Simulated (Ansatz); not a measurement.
# AgRh4: the cost of one run

Method: DFT PBE, scalar-relativistic, plane waves, PAW, in Ansatz 0.2.0.

1 further run of the same task is left out (it didn't finish).

**1. The system as given**

It takes space group Pm-3m (No. 221, cubic). The conventional cell has a = 4.168 Å, b = 4.168 Å, c = 4.168 Å, α = 90.00°, β = 90.00°, γ = 90.00°. Ag (site symmetry m-3m) has 6 Rh at 2.08 Å in its first shell of neighbours. Rh (site symmetry 4/mmm) is surrounded by 2 Ag at 2.08 Å. Rh (site symmetry m-3m) has 12 Rh at 2.95 Å in its first shell of neighbours.

Structure file:

```cif
data_structure
_symmetry_space_group_name_H-M 'Pm-3m'
_symmetry_Int_Tables_number 221
_cell_length_a 4.1678
_cell_length_b 4.1678
_cell_length_c 4.1678
_cell_angle_alpha 90.000
_cell_angle_beta 90.000
_cell_angle_gamma 90.000
_cell_volume 72.40
loop_
_atom_site_label
_atom_site_type_symbol
_atom_site_symmetry_multiplicity
_atom_site_Wyckoff_symbol
_atom_site_fract_x
_atom_site_fract_y
_atom_site_fract_z
_atom_site_occupancy
Ag1 Ag 1 b 0.50000 0.50000 0.50000 1
Rh1 Rh 3 c 0.00000 0.50000 0.50000 1
Rh2 Rh 1 a 0.00000 0.00000 0.00000 1
```

Recipe of the guess: random cell by space group and Wyckoff sites (Pm-3m, No. 221). Lengths come from tabulated atomic sizes and are only a guess.

**2. A first look at the guess**

input.yaml

```yaml
crystal:
  lattice:
    - [4.16784211, 0.0, 0.0]
    - [0.0, 4.16784211, 0.0]
    - [0.0, 0.0, 4.16784211]
  atoms:
    - { symbol: Ag, position: [0.5, 0.5, 0.5] }
    - { symbol: Rh, position: [0.0, 0.5, 0.5] }
    - { symbol: Rh, position: [0.5, 0.0, 0.5] }
    - { symbol: Rh, position: [0.5, 0.5, 0.0] }
    - { symbol: Rh, position: [0.0, 0.0, 0.0] }
basis:
  ecutwfc: 420
kpoints:
  mp_grid: { grid: [4, 4, 4] }
hamiltonian:
  xc: pbe
scf:
  occupations: { method: gaussian, width: 0.1 }
  lower_state_search: "off"
output:
  forces: true
  stress: true
  eigenvalues: true
```

Started as:

```sh
ansatz run input.yaml --threads 1 --pin off --max-ram 2560MiB --backend cpu --events-out ev --progress --plain --runs-dir out
```

**Question.** How long does this run take on 1 thread of AMD EPYC 7R13 (Zen 3), shared host, and how much memory does it need?

About 2.9 s, with a peak of 0.36 GiB.
